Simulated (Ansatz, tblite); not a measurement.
# InMe2H (C2H7In): rung by rung

Aim: run the singlet of InMe2H (C2H7In) at one geometry on many levels, and compare frontier levels, spin and run time.

Program: Ansatz 0.2.0, Gaussian basis. Level of theory: as each input shows. These are calculated values, not measurements.

The runs, in order: GFN1-xTB, GFN2-xTB, PBE-D4/def2-TZVP, r2SCAN-D4/def2-TZVP, ωB97X-V/def2-TZVP, revPBE-D4/def2-TZVP, B2PLYP/def2-TZVP, PBE-D4/def2-SVP, PBE0-D4/def2-SVP, CCSD(T)/def2-TZVP, RPA/def2-TZVP.

2 further runs of the same task are left out: 2 set aside as unsound or not needed.

## Step 1: The relaxed structure

The singlet was relaxed beforehand with r2SCAN-D4/def2-SVP.

10 atoms, charge 0, spin multiplicity 1.

Bond lengths: C1–In3 2.175 Å, C1–H4 1.102 Å, C1–H5 1.102 Å, C1–H6 1.100 Å, C2–In3 2.175 Å, C2–H7 1.103 Å, C2–H8 1.102 Å, C2–H9 1.100 Å, In3–H10 1.742 Å. Angles: In3–C1–H4 109.7°, In3–C1–H5 110.1°, In3–C1–H6 112.3°, H4–C1–H5 107.2°, H4–C1–H6 108.6°, H5–C1–H6 108.8°, In3–C2–H7 109.6°, In3–C2–H8 110.3°, In3–C2–H9 112.2°, H7–C2–H8 107.2°, H7–C2–H9 108.5°, H8–C2–H9 108.9°, C1–In3–C2 118.7°, C1–In3–H10 120.7°, C2–In3–H10 120.7°.

In takes a core potential in the def2 sets. No spin-orbit coupling is included.

PBE0-D4/def2-TZVP was run before; its log isn't repeated, and its numbers join the tables.

## Step 2: GFN1-xTB

Tight binding, by tblite at 300 K electronic temperature and without a spin-polarisation term:

```python
tblite.interface.Calculator('GFN1-xTB', numbers, positions, charge=0, uhf=0).singlepoint()
```

Energy -257.7564 eV, HOMO -10.54 eV, LUMO -4.98 eV; 0.004 s.

## Step 3: GFN2-xTB

Tight binding, by tblite at 300 K electronic temperature and without a spin-polarisation term:

```python
tblite.interface.Calculator('GFN2-xTB', numbers, positions, charge=0, uhf=0).singlepoint()
```

Energy -244.8480 eV, HOMO -10.35 eV, LUMO -6.08 eV; 0.003 s.

## Step 4: PBE-D4/def2-TZVP

start.molden holds the orbitals of an earlier run on this state, given as this run's starting guess.

in.yaml

```yaml
crystal:
  periodic: [false, false, false]
  atoms:
    - {symbol: C, position_ang: [1.751147, -0.712050, 0.000509]}
    - {symbol: C, position_ang: [-1.480616, 1.174873, 0.004293]}
    - {symbol: In, position_ang: [-0.424091, -0.726627, -0.003645]}
    - {symbol: H, position_ang: [2.117581, -0.251244, 0.932567]}
    - {symbol: H, position_ang: [2.127796, -0.100095, -0.835164]}
    - {symbol: H, position_ang: [2.174803, -1.723785, -0.081059]}
    - {symbol: H, position_ang: [-1.287569, 1.708685, -0.940861]}
    - {symbol: H, position_ang: [-1.109187, 1.814290, 0.821427]}
    - {symbol: H, position_ang: [-2.567114, 1.046792, 0.117993]}
    - {symbol: H, position_ang: [-1.302750, -2.230849, -0.016060]}
basis:
  gaussian: {orbitals: def2-TZVP, initial_orbitals: start.molden}
hamiltonian: {xc: pbe, dispersion: d4}
scf: {omitted_lower_state_checks: [starts]}
output: {forces: true, orbitals: {seedname: orbitals}}
```

Run with:

```sh
> ansatz run in.yaml --threads 2 --pin off --events-out ev --progress --plain --max-ram 4352MiB
```

What it wrote, shortened:

```text
Functional definition: PBE
  name "PBE"
  cite "Perdew, Burke & Ernzerhof, Phys. Rev. Lett. 77, 3865 (1996) doi:10.1103/PhysRevLett.77.3865"
  parent pbe
[...]
1056 factors; their error is unknown
[...]
mean field -7359.03804173 eV, -270.4396598983 hartree, gradient 5.0e-6 eV, S^2 0.000000; 0 other end points of the search recorded, 0 dependent functions left out
[...]
reference -7359.03809583 eV, -270.4396618864 hartree; 20, 20 occupied and 134, 134 virtual orbitals, 1056 factors
Total energy: -7359.18350506 eV, -270.4450055771 hartree
Atom 0 at     1.751147    -0.712050     0.000509 Å, force     0.166277     0.001290    -0.005182 eV/Å
Atom 1 at    -1.480616     1.174873     0.004293 Å, force    -0.080081     0.145491     0.009749 eV/Å
Atom 2 at    -0.424091    -0.726627    -0.003645 Å, force     0.019129     0.032380     0.000044 eV/Å
Atom 3 at     2.117581    -0.251244     0.932567 Å, force    -0.040619    -0.032313    -0.057863 eV/Å
Atom 4 at     2.127796    -0.100095    -0.835164 Å, force    -0.045819    -0.043174     0.056676 eV/Å
Atom 5 at     2.174803    -1.723785    -0.081059 Å, force    -0.060312     0.080755     0.007752 eV/Å
Atom 6 at    -1.287569     1.708685    -0.940861 Å, force    -0.006747    -0.049753     0.057566 eV/Å
Atom 7 at    -1.109187     1.814290     0.821427 Å, force    -0.016957    -0.063396    -0.057368 eV/Å
Atom 8 at    -2.567114     1.046792     0.117993 Å, force     0.099649    -0.012430    -0.011036 eV/Å
Atom 9 at    -1.302750    -2.230849    -0.016060 Å, force    -0.034521    -0.058850    -0.000339 eV/Å
Dipole moment:     0.063339     0.108512     0.000592 e Å
Checks for a lower state left out: starts
```

Run time: 2.5 s. Hardware: 2 threads of Arm Neoverse V1, shared host.

HOMO -6.05 eV, LUMO -1.96 eV.

## Step 5: r2SCAN-D4/def2-TZVP

in.yaml, as its differences from that of step 4:

```diff
@@ -15,4 +15,4 @@
   gaussian: {orbitals: def2-TZVP, initial_orbitals: start.molden}
-hamiltonian: {xc: pbe, dispersion: d4}
+hamiltonian: {xc: r2scan, dispersion: d4}
 scf: {omitted_lower_state_checks: [starts]}
-output: {forces: true, orbitals: {seedname: orbitals}}
+output: {orbitals: {seedname: orbitals}}
```

Launched as before.

What it wrote:

```text
Functional definition: r2SCAN
  name "r2SCAN"
  cite "Furness, Kaplan, Ning, Perdew & Sun, J. Phys. Chem. Lett. 11, 8208 (2020) doi:10.1021/acs.jpclett.0c02405"
  cite "Furness, Kaplan, Ning, Perdew & Sun, J. Phys. Chem. Lett. 11, 9248 (2020) doi:10.1021/acs.jpclett.0c03077"
  parent r2scan
  parameter k0 = 0.174
  parameter k1 = 0.065
  parameter a1 = 4.9479
  exchange = r2scan_x(k0 = k0, k1 = k1, a1 = a1)
  correlation = r2scan_c
these checks for a lower state are left out or cut short: starts
1056 factors; their error is unknown
mean field evaluation 1: about -7362.7801 eV, gradient 4.3e0 eV
mean field evaluation 2: about -7362.8126 eV, gradient 3.2e-2 eV
mean field evaluation 4: about -7362.7908 eV, gradient 2.0e-4 eV
mean field -7362.79077631 eV, -270.5775703504 hartree, gradient 1.1e-5 eV, S^2 0.000000; 0 other end points of the search recorded, 0 dependent functions left out
reference -7362.79079136 eV, -270.5775709037 hartree; 20, 20 occupied and 134, 134 virtual orbitals, 1056 factors
Total energy: -7362.82618112 eV, -270.5788714532 hartree
Checks for a lower state left out: starts
```

It took 4.1 s on 2 threads of Arm Neoverse V1, shared host.

Report: HOMO -6.26 eV, LUMO -1.65 eV.

## Step 6: ωB97X-V/def2-TZVP

in.yaml, as its differences from that of step 5:

```diff
@@ -15,3 +15,3 @@
   gaussian: {orbitals: def2-TZVP, initial_orbitals: start.molden}
-hamiltonian: {xc: r2scan, dispersion: d4}
+hamiltonian: {xc: {name: wB97X-V}}
 scf: {omitted_lower_state_checks: [starts]}
```

Same command.

What it wrote, shortened:

```text
Functional definition: wB97X-V
  name "wB97X-V"
  cite "Mardirossian & Head-Gordon, Phys. Chem. Chem. Phys. 16, 9904 (2014) doi:10.1039/C3CP54374A"
  cite "Becke, J. Chem. Phys. 107, 8554 (1997) doi:10.1063/1.475007"
  cite "Vydrov & Van Voorhis, J. Chem. Phys. 133, 244103 (2010) doi:10.1063/1.3521275"
[...]
      + integral(e_c_pw_opposite_spin*poly(b97_u_opposite, cos0, cos1)) + vv10(b, c)
[...]
1120 factors; their error is unknown
312 factors; integrals over basis functions are off by at most 1.2e-5 eV
[...]
mean field -7361.17270818 eV, -270.5181074434 hartree, gradient 1.5e-5 eV, S^2 0.000000; 0 other end points of the search recorded, 0 dependent functions left out
reference -7361.17270574 eV, -270.5181073537 hartree; 20, 20 occupied and 134, 134 virtual orbitals, 1120 factors
Total energy: -7361.17270574 eV, -270.5181073537 hartree
Checks for a lower state left out: starts
```

Wall time 8.5 s (2 threads of Arm Neoverse V1, shared host).

Report: HOMO -9.47 eV, LUMO 0.49 eV.

## Step 7: revPBE-D4/def2-TZVP

in.yaml, as its differences from that of step 6:

```diff
@@ -15,3 +15,3 @@
   gaussian: {orbitals: def2-TZVP, initial_orbitals: start.molden}
-hamiltonian: {xc: {name: wB97X-V}}
+hamiltonian: {xc: {name: revPBE}, dispersion: d4}
 scf: {omitted_lower_state_checks: [starts]}
```

The command is unchanged.

What it wrote:

```text
Functional definition: revPBE
  name "revPBE"
  cite "Zhang & Yang, Phys. Rev. Lett. 80, 890 (1998) doi:10.1103/PhysRevLett.80.890"
  cite "Perdew, Burke & Ernzerhof, Phys. Rev. Lett. 77, 3865 (1996) doi:10.1103/PhysRevLett.77.3865"
  parameter kappa = 1.245
  parameter beta = 0.06672455060314922
  exchange = pbe_x(kappa = kappa, mu = beta*pi^2/3)
  correlation = pbe_c(beta = beta)
these checks for a lower state are left out or cut short: starts
1056 factors; their error is unknown
mean field evaluation 1: about -7363.0531 eV, gradient 7.6e0 eV
mean field evaluation 2: about -7363.1202 eV, gradient 7.8e-2 eV
mean field evaluation 4: about -7363.0931 eV, gradient 2.4e-4 eV
mean field -7363.09305934 eV, -270.5886790471 hartree, gradient 2.3e-5 eV, S^2 0.000000; 0 other end points of the search recorded, 0 dependent functions left out
reference -7363.09312841 eV, -270.5886815853 hartree; 20, 20 occupied and 134, 134 virtual orbitals, 1056 factors
Total energy: -7363.51542993 eV, -270.6042008800 hartree
Checks for a lower state left out: starts
```

Wall time 2 s (2 threads of Arm Neoverse V1, shared host).

HOMO -5.99 eV, LUMO -1.84 eV.

## Step 8: B2PLYP/def2-TZVP

in.yaml, as its differences from that of step 7:

```diff
@@ -15,4 +15,3 @@
   gaussian: {orbitals: def2-TZVP, initial_orbitals: start.molden}
-hamiltonian: {xc: {name: revPBE}, dispersion: d4}
+hamiltonian: {xc: {name: B2PLYP}}
 scf: {omitted_lower_state_checks: [starts]}
-output: {orbitals: {seedname: orbitals}}
```

Launched as before.

What it wrote, shortened:

```text
Functional definition: B2PLYP
  name "B2PLYP"
  cite "Grimme, J. Chem. Phys. 124, 034108 (2006) doi:10.1063/1.2148954"
  cite "Becke, Phys. Rev. A 38, 3098 (1988) doi:10.1103/PhysRevA.38.3098"
  cite "Lee, Yang & Parr, Phys. Rev. B 37, 785 (1988) doi:10.1103/PhysRevB.37.785"
[...]
1229 factors; integrals over basis functions are off by at most 1.2e-3 eV
[...]
mean field -7348.37692735 eV, -270.0478711713 hartree, gradient 1.5e-6 eV, S^2 0.000000; 0 other end points of the search recorded, 0 dependent functions left out
6 core orbitals not correlated: weight in the atoms' cores, before any rotation towards them, 1.000 or more for the frozen orbitals, at most 0.000 for the correlated occupied ones
reference -7348.37711383 eV, -270.0478780245 hartree; 14, 14 occupied and 134, 134 virtual orbitals, 1229 factors
second order -21.14257251 eV of doubles, -0.00000000 eV of singles
Total energy: -7354.08560841 eV, -270.2576613308 hartree
Checks for a lower state left out: starts
```

It took 4.2 s on 2 threads of Arm Neoverse V1, shared host.

## Step 9: PBE-D4/def2-SVP

in.yaml, as its differences from that of step 8:

```diff
@@ -14,4 +14,5 @@
 basis:
-  gaussian: {orbitals: def2-TZVP, initial_orbitals: start.molden}
-hamiltonian: {xc: {name: B2PLYP}}
+  gaussian: {orbitals: def2-SVP, initial_orbitals: start.molden}
+hamiltonian: {xc: pbe, dispersion: d4}
 scf: {omitted_lower_state_checks: [starts]}
+output: {orbitals: {seedname: orbitals}}
```

Launched as before.

What it wrote:

```text
Functional definition: PBE
  name "PBE"
  cite "Perdew, Burke & Ernzerhof, Phys. Rev. Lett. 77, 3865 (1996) doi:10.1103/PhysRevLett.77.3865"
  parent pbe
  parameter kappa = 0.804
  parameter beta = 0.06672455060314922
  exchange = pbe_x(kappa = kappa, mu = beta*pi^2/3)
  correlation = pbe_c(beta = beta)
these checks for a lower state are left out or cut short: starts
1038 factors; their error is unknown
mean field evaluation 1: about -7355.9651 eV, gradient 2.9e1 eV
mean field evaluation 2: about -7356.2645 eV, gradient 4.7e-1 eV
mean field evaluation 4: about -7356.2391 eV, gradient 1.5e-1 eV
mean field -7356.23918568 eV, -270.3368038356 hartree, gradient 3.9e-5 eV, S^2 0.000000; 0 other end points of the search recorded, 0 dependent functions left out
reference -7356.23923257 eV, -270.3368055591 hartree; 20, 20 occupied and 69, 69 virtual orbitals, 1038 factors
Total energy: -7356.38464181 eV, -270.3421492498 hartree
Checks for a lower state left out: starts
```

Wall time 1.1 s (2 threads of Arm Neoverse V1, shared host).

From the report: HOMO -5.98 eV, LUMO -1.89 eV.

## Step 10: PBE0-D4/def2-SVP

in.yaml, as its differences from that of step 9:

```diff
@@ -15,3 +15,3 @@
   gaussian: {orbitals: def2-SVP, initial_orbitals: start.molden}
-hamiltonian: {xc: pbe, dispersion: d4}
+hamiltonian: {xc: pbe0, dispersion: d4}
 scf: {omitted_lower_state_checks: [starts]}
```

Same command.

What it wrote:

```text
Functional definition: PBE0
  name "PBE0"
  cite "Adamo & Barone, J. Chem. Phys. 110, 6158 (1999) doi:10.1063/1.478522"
  cite "Perdew, Burke & Ernzerhof, Phys. Rev. Lett. 77, 3865 (1996) doi:10.1103/PhysRevLett.77.3865"
  parent pbe
  parameter a = 0.25
  parameter kappa = 0.804
  parameter beta = 0.06672455060314922
  exchange = (1 - a)*pbe_x(kappa = kappa, mu = beta*pi^2/3) + a*exact_x
  correlation = pbe_c(beta = beta)
these checks for a lower state are left out or cut short: starts
1089 factors; their error is unknown
mean field evaluation 1: about -7356.5262 eV, gradient 2.9e1 eV
mean field evaluation 2: about -7356.7550 eV, gradient 3.0e-1 eV
mean field evaluation 4: about -7356.8548 eV, gradient 6.4e-4 eV
mean field -7356.85484371 eV, -270.3594288509 hartree, gradient 3.8e-6 eV, S^2 0.000000; 0 other end points of the search recorded, 0 dependent functions left out
reference -7356.85487891 eV, -270.3594301445 hartree; 20, 20 occupied and 69, 69 virtual orbitals, 1089 factors
Total energy: -7356.97804237 eV, -270.3639563184 hartree
Checks for a lower state left out: starts
```

Wall time 1.4 s (2 threads of Arm Neoverse V1, shared host).

Report: HOMO -7.15 eV, LUMO -1.17 eV.

## Step 11: CCSD(T)/def2-TZVP

in.yaml, as its differences from that of step 10:

```diff
@@ -14,4 +14,4 @@
 basis:
-  gaussian: {orbitals: def2-SVP, initial_orbitals: start.molden}
-hamiltonian: {xc: pbe0, dispersion: d4}
+  gaussian: {orbitals: def2-TZVP, initial_orbitals: start.molden}
+correlation: {method: ccsd_t}
 scf: {omitted_lower_state_checks: [starts]}
```

Same command.

What it wrote, shortened:

```text
Functional definition: HF
  name "HF"
  cite "Fock, Z. Phys. 61, 126 (1930) doi:10.1007/BF01340294"
  parent pbe
[...]
1229 factors; integrals over basis functions are off by at most 1.2e-3 eV
[...]
mean field -7320.38975788 eV, -269.0193616638 hartree, gradient 8.0e-6 eV, S^2 0.000000; 0 other end points of the search recorded, 0 dependent functions left out
6 core orbitals not correlated: weight in the atoms' cores, before any rotation towards them, 1.000 or more for the frozen orbitals, at most 0.000 for the correlated occupied ones
reference -7320.38975788 eV, -269.0193616638 hartree; 14, 14 occupied and 134, 134 virtual orbitals, 1229 factors
second order -17.47597596 eV of doubles, -0.00000000 eV of singles
cycle   1  -17.81590303 eV  change   -3.4e-1 eV  update   9.4e-2
[...]
cycle   8  -18.34295177 eV  change   -1.9e-5 eV  update   2.8e-5
perturbative correction -0.61053227 eV, -0.0224366472 hartree
Total energy: -7339.34324193 eV, -269.7158893553 hartree
Checks for a lower state left out: starts
```

Run time: 38 s. Hardware: 2 threads of Arm Neoverse V1, shared host; peak memory 1.3 GiB.

From the report: Hartree-Fock HOMO -9.81 eV, LUMO 1.04 eV; T1 0.012.

## Step 12: RPA/def2-TZVP

in.yaml, as its differences from that of step 11:

```diff
@@ -15,4 +15,4 @@
   gaussian: {orbitals: def2-TZVP, initial_orbitals: start.molden}
-correlation: {method: ccsd_t}
+hamiltonian: {xc: pbe}
+correlation: {method: rpa}
 scf: {omitted_lower_state_checks: [starts]}
-output: {orbitals: {seedname: orbitals}}
```

Launched as before.

What it wrote:

```text
Functional definition: PBE
  name "PBE"
  cite "Perdew, Burke & Ernzerhof, Phys. Rev. Lett. 77, 3865 (1996) doi:10.1103/PhysRevLett.77.3865"
  parent pbe
  parameter kappa = 0.804
  parameter beta = 0.06672455060314922
  exchange = pbe_x(kappa = kappa, mu = beta*pi^2/3)
  correlation = pbe_c(beta = beta)
these checks for a lower state are left out or cut short: starts
1229 factors; integrals over basis functions are off by at most 1.2e-3 eV
mean field evaluation 1: about -7358.9613 eV, gradient 7.0e0 eV
mean field evaluation 2: about -7359.0445 eV, gradient 8.2e-2 eV
mean field evaluation 4: about -7359.0380 eV, gradient 7.0e-5 eV
mean field -7359.03796740 eV, -270.4396571667 hartree, gradient 2.8e-6 eV, S^2 0.000000; 0 other end points of the search recorded, 0 dependent functions left out
6 core orbitals not correlated: weight in the atoms' cores, before any rotation towards them, 1.000 or more for the frozen orbitals, at most 0.000 for the correlated occupied ones
reference -7319.32160993 eV, -268.9801079506 hartree; 14, 14 occupied and 134, 134 virtual orbitals, 1229 factors
Total energy: -7347.26863580 eV, -270.0071422082 hartree
Checks for a lower state left out: starts
```

It took 4.6 s on 2 threads of Arm Neoverse V1, shared host.

## Step 13: Comparison

```
              level  functions  HOMO (eV)  LUMO (eV)  gap (eV)   time
    PBE-D4/def2-SVP         89      -5.98      -1.89      4.09  1.1 s
   PBE-D4/def2-TZVP        154      -6.05      -1.96      4.10  2.5 s
revPBE-D4/def2-TZVP        154      -5.99      -1.84      4.15    2 s
r2SCAN-D4/def2-TZVP        154      -6.26      -1.65      4.61  4.1 s
   PBE0-D4/def2-SVP         89      -7.15      -1.17      5.99  1.4 s
  PBE0-D4/def2-TZVP        154      -7.19      -1.23      5.96  2.5 s
  ωB97X-V/def2-TZVP        154      -9.47       0.49      9.96  8.5 s
```

The pieces so far (eV):

```
    basis          HF  MP2 correlation  CCSD correlation      (T)       total
def2-TZVP  -7320.3898         -17.4760          -18.3430  -0.6105  -7339.3432
```

## Step 14: Binding energy

Free atoms were run apart at each level; binding is atoms less cluster, divided by the number of atoms, without zero-point or spin-orbit terms.

Differences are taken before rounding.

```
             method  binding an atom (eV)  from CCSD(T)/def2-TZVP (eV)   time
       HF/def2-TZVP                 2.519                       -0.727       
    PBE-D4/def2-SVP                 3.367                       +0.121  1.1 s
   PBE-D4/def2-TZVP                 3.370                       +0.124  2.5 s
revPBE-D4/def2-TZVP                 3.302                       +0.056    2 s
r2SCAN-D4/def2-TZVP                 3.353                       +0.107  4.1 s
   PBE0-D4/def2-SVP                 3.350                       +0.104  1.4 s
  PBE0-D4/def2-TZVP                 3.346                       +0.101  2.5 s
  ωB97X-V/def2-TZVP                 3.364                       +0.118  8.5 s
      MP2/def2-TZVP                 3.231                       -0.015       
     CCSD/def2-TZVP                 3.213                       -0.033       
  CCSD(T)/def2-TZVP                 3.246                            0   38 s
```

Among the levels timed on like hardware and quicker than the yardstick, those that no quicker one beats, quickest first: PBE-D4/def2-SVP (1.1 s, +0.121 eV); PBE0-D4/def2-SVP (1.4 s, +0.104 eV); revPBE-D4/def2-TZVP (2 s, +0.056 eV).

## Step 15: What came out

| quantity | value |
| --- | --- |
| gap in def2-TZVP, named functionals, smallest and largest | 4.10 eV (PBE-D4), 9.96 eV (ωB97X-V) |
| correlation energy, CCSD(T)/def2-TZVP | -18.95 eV |
| binding an atom, CCSD(T)/def2-TZVP | 3.246 eV |
| PBE0 total energy, smallest basis above largest | 2.66 eV (def2-SVP, def2-TZVP) |

What this shows: Over the named functionals in def2-TZVP the gap runs from 4.10 eV (PBE-D4) to 9.96 eV (ωB97X-V); exact exchange widens it. The functionals in def2-TZVP miss CCSD(T)/def2-TZVP by +0.056 (revPBE-D4) to +0.124 eV (PBE-D4) an atom. The reference is CCSD(T) in one finite basis, so it carries an error of its own, often a tenth of an eV or more, and near misses can't be ranked.

For cost: revPBE-D4/def2-TZVP gets within 0.056 eV in 2 s, where CCSD(T)/def2-TZVP took 38 s; the quickest level in the cost chart, PBE-D4/def2-SVP, takes 1.1 s and misses by 0.121 eV. The slowest run with a step of its own, CCSD(T)/def2-TZVP, took 38 s; the quickest functional in def2-TZVP took 2 s (shared host).
